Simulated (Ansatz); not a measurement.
**MgO (Fm-3m): zero-pressure volume and bulk modulus with revPBE + D3(BJ)**

The task here is to estimate one member of a computed series from the others.

The COD cell was measured well above room temperature, so it is larger than a cold one.

Method: DFT revPBE + D3(BJ), scalar-relativistic, plane waves, PAW, in Ansatz 0.2.0.

### The system as given

It takes space group Fm-3m (No. 225, cubic). Conventional cell: a = 4.270 Å, b = 4.270 Å, c = 4.270 Å, α = 90.00°, β = 90.00°, γ = 90.00°. Mg (site symmetry m-3m) has 6 O at 2.14 Å in its first shell of neighbours. Around O (site symmetry m-3m) lie 6 Mg at 2.14 Å.

As a file:

```
Mg O
1.0
     0.00000    2.13515    2.13515
     2.13515    0.00000    2.13515
     2.13515    2.13515    0.00000
Mg O
1 1
Cartesian
  0.0000 0.0000 0.0000
  2.1351 2.1351 2.1351
```

An earlier run on this cell at PBE gave -1.69 GPa at 9.734 Å³/atom (10×10×10 mesh), mesh gap 4.35 eV.

The first run:

The input, input.yaml:

```yaml
crystal:
  lattice:
    - [0.0, 2.135149143, 2.135149143]
    - [2.135149143, 0.0, 2.135149143]
    - [2.135149143, 2.135149143, 0.0]
  atoms:
    - { symbol: Mg, position: [0.0, 0.0, 0.0] }
    - { symbol: O, position: [0.5, 0.5, 0.5] }
basis:
  ecutwfc: 420
  ecutrho_ratio: 4
kpoints:
  mp_grid: { grid: [10, 10, 10] }
hamiltonian:
  xc: revpbe
  dispersion: d3bj
scf:
  occupations: { method: gaussian, width: 0.05 }
output:
  forces: true
  stress: true
  eigenvalues: true
```

Run with:

```bash
$ ansatz run input.yaml --threads 4 --pin off --max-ram 8192MiB --backend cpu --events-out ev --progress --plain --runs-dir out
```

Steps of the session up to this table: At the given cell; Stepping to 9.251 Å³/atom; Stepping to 9.241 Å³/atom; Volume × 0.98 of the new zero; Volume × 1.02 of the new zero; Volume × 0.96 of the new zero; Volume × 1.04 of the new zero.

One of the session's tables, all rows but one given; the rest of the session is left out.

It belongs to the step «Energy and pressure against volume». 

```
volume (Å³/atom)  energy (meV/atom)  pressure (GPa)
           8.871               7.91            7.08
           9.056                  ?               ?
           9.241               0.00            0.00
           9.425               1.78           -3.03
           9.610               6.89           -5.77
```

**Question.** Estimate the row for volume (Å³/atom) = 9.056.

Worked estimate for «energy (meV/atom)». A straight line through the neighbours (8.871, 7.91) and (9.241, 0.00) gives 7.91 + (0.00 − 7.91) × (9.056 − 8.871) / (9.241 − 8.871) = 3.96; a parabola fitted to 3 rows on both sides gives 2.04.

As computed: energy (meV/atom): 1.89; pressure (GPa): 3.36. In «energy (meV/atom)» the line misses by +2.07 and the parabola by +0.15.
